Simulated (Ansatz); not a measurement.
# revPBE/cc-pVDZ run of CH5BN2 (SMILES NC1BN1)

Aim: the electronic atomisation energy of CH5BN2 at revPBE/cc-pVDZ, from 5 runs. 

The results are computed with Ansatz 0.2.0.

74 further runs of the same task are left out: 74 set aside as unsound or not needed.

## Step 1: The structure to begin with

CH5BN2 has 9 atoms, charge 0, and is taken as a singlet. SMILES: `NC1BN1`. The coordinates come from a PBE0-D4/def2-TZVP relaxation. This is one conformer, not always the lowest.

Bond lengths: N1–C2 1.431 Å, C2–B3 1.561 Å, C2–N4 1.467 Å, B3–N4 1.341 Å, N1–H5 1.010 Å, N1–H6 1.010 Å, C2–H7 1.092 Å, B3–H8 1.184 Å, N4–H9 1.004 Å. Some angles: N1–C2–B3 121.1°, N1–C2–N4 117.3°, B3–C2–N4 52.5°, C2–B3–N4 60.2°, C2–N4–B3 67.4°, N1–C2–H7 115.1°, B3–C2–H7 121.0°, N4–C2–H7 113.6°, C2–N1–H5 112.4°, C2–N1–H6 112.7°.

## Step 2: The energy at revPBE/cc-pVDZ

run.yaml reads:

```yaml
crystal:
  periodic: [false, false, false]
  atoms:
    - {symbol: "N", position_ang: [0.142900, 1.194400, -0.640600]}
    - {symbol: C, position_ang: [-0.364200, -0.077200, -0.222300]}
    - {symbol: B, position_ang: [0.591200, -1.194100, 0.303200]}
    - {symbol: N, position_ang: [-0.130500, -0.469900, 1.171500]}
    - {symbol: H, position_ang: [0.784000, 1.117400, -1.417000]}
    - {symbol: H, position_ang: [-0.589900, 1.842600, -0.892400]}
    - {symbol: H, position_ang: [-1.366400, -0.317200, -0.582700]}
    - {symbol: H, position_ang: [1.414200, -2.039000, 0.194700]}
    - {symbol: H, position_ang: [-0.392800, -0.103200, 2.068300]}
basis:
  gaussian:
    orbitals: cc-pVDZ
hamiltonian:
  xc: {name: revPBE}
accuracy: high
output: {orbitals: {seedname: orbitals}}
```

On the command line:

```sh
$ ansatz run run.yaml --threads 1 --pin off --max-ram 3480MiB --events-out events.jsonl --progress --plain --runs-dir runs
```

What it wrote:

```text
Warning: RAYON_NUM_THREADS=1 ignored (pool sized by the plan → 1); use --threads N
Functional definition: revPBE
  name "revPBE"
  parameter kappa = 1.245
  parameter beta = 0.06672455060314922
  exchange = pbe_x(kappa = kappa, mu = beta*pi^2/3)
  correlation = pbe_c(beta = beta)
1915 factors; integrals over basis functions are off by at most 3.1e-9 eV
mean field evaluation 1: about -4762.6850 eV, gradient 6.7e1 eV
mean field evaluation 2: about -4735.7165 eV, gradient 1.2e2 eV
mean field evaluation 4: about -4772.3132 eV, gradient 1.1e1 eV
mean field evaluation 8: about -4772.5647 eV, gradient 1.5e-1 eV
mean field evaluation 16: about -4772.5648 eV, gradient 2.4e-6 eV
mean field -4772.56478631 eV, -175.3885209363 hartree, gradient 4.4e-8 eV, S^2 0.000000; 0 other end points of the search recorded, 0 dependent functions left out
reference -4772.56479038 eV, -175.3885210860 hartree; 15, 15 occupied and 66, 66 virtual orbitals, 1915 factors
Total energy: -4772.56479038 eV, -175.3885210860 hartree
```

It took 4.2 s on 1 thread of Arm Neoverse V2, shared host; peak memory 0.2 GiB.

## Step 3: The B atom, same level

job.yaml reads:

```yaml
crystal:
  periodic: [false, false, false]
  atoms:
    - {symbol: B, position_ang: [0.000000, 0.000000, 0.000000]}
basis:
  gaussian:
    orbitals: cc-pVDZ
accuracy: high
magnetization:
  spin_polarized: true
  initial_magnetization: 1
hamiltonian:
  xc: {name: revPBE}
```

Run the same way, it converges to -24.65025 Eh (log not shown).

## Step 4: The C atom

input.yaml reads:

```yaml
crystal:
  periodic: [false, false, false]
  atoms:
    - {symbol: C, position_ang: [0.000000, 0.000000, 0.000000]}
basis:
  gaussian:
    orbitals: cc-pVDZ
magnetization:
  spin_polarized: true
  initial_magnetization: 2
hamiltonian:
  xc: {name: revPBE}
accuracy: high
```

Run the same way, it converges to -37.83850 Eh (log not shown).

## Step 5: The H atom

run.yaml reads:

```yaml
basis:
  gaussian: {orbitals: cc-pVDZ}
crystal:
  periodic: [false, false, false]
  atoms:
    - {symbol: H, position_ang: [0.000000, 0.000000, 0.000000]}
magnetization: {spin_polarized: true, initial_magnetization: 1}
hamiltonian: {xc: {name: revPBE}}
accuracy: high
```

Run the same way, it converges to -0.50319 Eh (log not shown).

## Step 6: The N atom at the same level

input.yaml reads:

```yaml
crystal:
  periodic: [false, false, false]
  atoms:
    - {symbol: "N", position_ang: [0.000000, 0.000000, 0.000000]}
basis:
  gaussian:
    orbitals: cc-pVDZ
magnetization:
  spin_polarized: true
  initial_magnetization: 3
hamiltonian:
  xc: {name: revPBE}
accuracy: high
```

Run the same way, it converges to -54.57319 Eh (log not shown).

## Step 7: Outcome

Level: revPBE/cc-pVDZ.

| quantity | value |
| --- | --- |
| molecule: total energy | -175.38852 Eh |
| molecule: HOMO energy | -5.01 eV |
| molecule: LUMO energy | -0.28 eV |
| molecule: HOMO–LUMO gap | 4.73 eV |
| B atom: total energy | -24.65025 Eh |
| B atom: ⟨S²⟩ | 0.753 |
| C atom: total energy | -37.83850 Eh |
| C atom: ⟨S²⟩ | 2.002 |
| H atom: total energy | -0.50319 Eh |
| H atom: ⟨S²⟩ | 0.750 |
| N atom: total energy | -54.57319 Eh |
| N atom: ⟨S²⟩ | 3.751 |
| electronic atomisation energy | 33.672 eV |

**Reading.** Taking the molecule apart into free atoms costs 33.67 eV (3249 kJ/mol), before zero-point energy and without spin-orbit coupling.
